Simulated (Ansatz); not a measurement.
# C6H5F (fluorobenzene) at HF/STO-3G

Aim: the electronic atomisation energy of C6H5F (fluorobenzene) at HF/STO-3G, from 4 runs. 

Program for the calculation: Ansatz 0.2.0.

38 further runs of the same task are left out: 38 set aside as unsound or not needed. Runs told in other sessions of the task aren't counted.

### 1 The molecule

C6H5F: 12 atoms, total charge 0, spin state singlet. SMILES: `Fc1ccccc1`. The shape is that of a PBE0-D4/def2-TZVP optimisation.

Bond lengths: F1–C2 1.340 Å, C2–C3 1.381 Å, C3–C4 1.387 Å, C4–C5 1.387 Å, C5–C6 1.387 Å, C2–C7 1.381 Å, C6–C7 1.387 Å, C3–H8 1.083 Å, C4–H9 1.084 Å, C5–H10 1.083 Å, C6–H11 1.084 Å, C7–H12 1.083 Å. Some angles: F1–C2–C3 118.9°, F1–C2–C7 118.9°, C3–C2–C7 122.3°, C2–C3–C4 118.5°, C3–C4–C5 120.5°, C4–C5–C6 119.8°, C5–C6–C7 120.5°, C2–C7–C6 118.5°, C2–C3–H8 119.6°, C4–C3–H8 121.9°.

### 2 A single-point energy at HF/STO-3G

input.yaml

```yaml
crystal:
  periodic: [false, false, false]
  atoms:
    - {symbol: F, position_ang: [0.373400, -2.651880, -0.049000]}
    - {symbol: C, position_ang: [0.186660, -1.325620, -0.024490]}
    - {symbol: C, position_ang: [-0.745470, -0.799820, 0.848530]}
    - {symbol: C, position_ang: [-0.932320, 0.574350, 0.867240]}
    - {symbol: C, position_ang: [-0.196600, 1.396240, 0.025800]}
    - {symbol: C, position_ang: [0.733120, 0.840420, -0.841100]}
    - {symbol: C, position_ang: [0.932970, -0.531670, -0.873120]}
    - {symbol: H, position_ang: [-1.307140, -1.462390, 1.495210]}
    - {symbol: H, position_ang: [-1.659890, 1.003340, 1.546360]}
    - {symbol: H, position_ang: [-0.347620, 2.468730, 0.045610]}
    - {symbol: H, position_ang: [1.310500, 1.477900, -1.500520]}
    - {symbol: H, position_ang: [1.652380, -0.989580, -1.540520]}
basis:
  gaussian: {orbitals: STO-3G}
hamiltonian: {xc: hf}
accuracy: high
output: {orbitals: {seedname: orbitals}}
```

Command:

```
$ ansatz run input.yaml --threads 1 --pin off --max-ram 3480MiB --events-out events.jsonl --progress --plain --runs-dir runs
```

Standard output:

```text
Warning: RAYON_NUM_THREADS=1 ignored (pool sized by the plan → 1); use --threads N
Functional definition: HF
  name "HF"
  exchange = exact_x
  correlation = 0
886 factors; integrals over basis functions are off by at most 2.6e-9 eV
mean field evaluation 1: about -8850.7766 eV, gradient 2.4e1 eV
mean field evaluation 2: about -8851.0752 eV, gradient 2.4e1 eV
mean field evaluation 4: about -8853.2104 eV, gradient 2.2e0 eV
mean field evaluation 8: about -8853.2304 eV, gradient 4.2e-2 eV
mean field -8853.23043723 eV, -325.3502176330 hartree, gradient 1.7e-8 eV, S^2 0.000000; 0 other end points of the search recorded, 0 dependent functions left out
reference -8853.23043723 eV, -325.3502176330 hartree; 25, 25 occupied and 15, 15 virtual orbitals, 886 factors
Total energy: -8853.23043723 eV, -325.3502176330 hartree
```

Wall time 0.5 s (1 thread of Intel Xeon 6975P-C (Granite Rapids), shared host); peak memory 0.1 GiB.

### 3 The C atom

in.yaml

```yaml
crystal:
  periodic: [false, false, false]
  atoms:
    - {symbol: C, position_ang: [0.000000, 0.000000, 0.000000]}
basis:
  gaussian:
    orbitals: STO-3G
magnetization:
  spin_polarized: true
  initial_magnetization: 2
hamiltonian:
  xc: hf
accuracy: high
```

Run the same way, it converges to -37.19839 Eh (log not shown).

### 4 The F atom, same level

in.yaml

```yaml
crystal:
  periodic: [false, false, false]
  atoms:
    - symbol: F
      position_ang: [0.000000, 0.000000, 0.000000]
basis:
  gaussian: {orbitals: STO-3G}
total_charge: 0
magnetization: {spin_polarized: true, initial_magnetization: 1}
hamiltonian: {xc: hf}
accuracy: high
```

Command:

```
$ ansatz run in.yaml --threads 1 --pin off --max-ram 3480MiB --events-out events.jsonl --progress --plain --runs-dir runs
```

Standard output:

```text
Warning: RAYON_NUM_THREADS=1 ignored (pool sized by the plan → 1); use --threads N
[... 4 set-up lines as earlier in the session ...]
15 factors; integrals over basis functions are off by at most 1.2e-9 eV
mean field evaluation 1: about -2666.3486 eV, gradient 1.8e-14 eV
mean field evaluation 2: about -2666.3486 eV, gradient 0.0e0 eV
mean field -2666.34863534 eV, -97.9865050328 hartree, gradient 0.0e0 eV, S^2 0.750000; 2 other end points of the search recorded, 0 dependent functions left out
reference -2666.34863534 eV, -97.9865050328 hartree; 5, 4 occupied and 0, 1 virtual orbitals, 15 factors
Total energy: -2666.34863534 eV, -97.9865050328 hartree
```

Wall time 0.04 s (1 thread of Intel Xeon 6975P-C (Granite Rapids), shared host).

### 5 The H atom, same level

run.yaml

```yaml
crystal:
  periodic: [false, false, false]
  atoms:
    - {symbol: H, position_ang: [0.000000, 0.000000, 0.000000]}
basis:
  gaussian:
    orbitals: STO-3G
total_charge: 0
magnetization:
  spin_polarized: true
  initial_magnetization: 1
hamiltonian:
  xc: hf
accuracy: high
```

Run the same way, it converges to -0.46658 Eh (log not shown).

### 6 What came out

At HF/STO-3G:

| quantity | value |
| --- | --- |
| molecule: total energy | -325.35022 Eh |
| molecule: HOMO energy | -7.36 eV |
| molecule: LUMO energy | 7.03 eV |
| molecule: HOMO–LUMO gap | 14.39 eV |
| C atom: total energy | -37.19839 Eh |
| C atom: ⟨S²⟩ | 2.000 |
| F atom: total energy | -97.98651 Eh |
| F atom: ⟨S²⟩ | 0.750 |
| H atom: total energy | -0.46658 Eh |
| H atom: ⟨S²⟩ | 0.750 |
| electronic atomisation energy | 50.081 eV |

In words: Taking the molecule apart into free atoms costs 50.08 eV (1155 kcal/mol), before zero-point energy and without spin-orbit coupling. Hartree–Fock lacks the correlation of the bonding pairs, which as a rule makes this value much too low; in minimal bases other errors can mask that. In a minimal basis such a difference can be off by several eV, whatever the method.
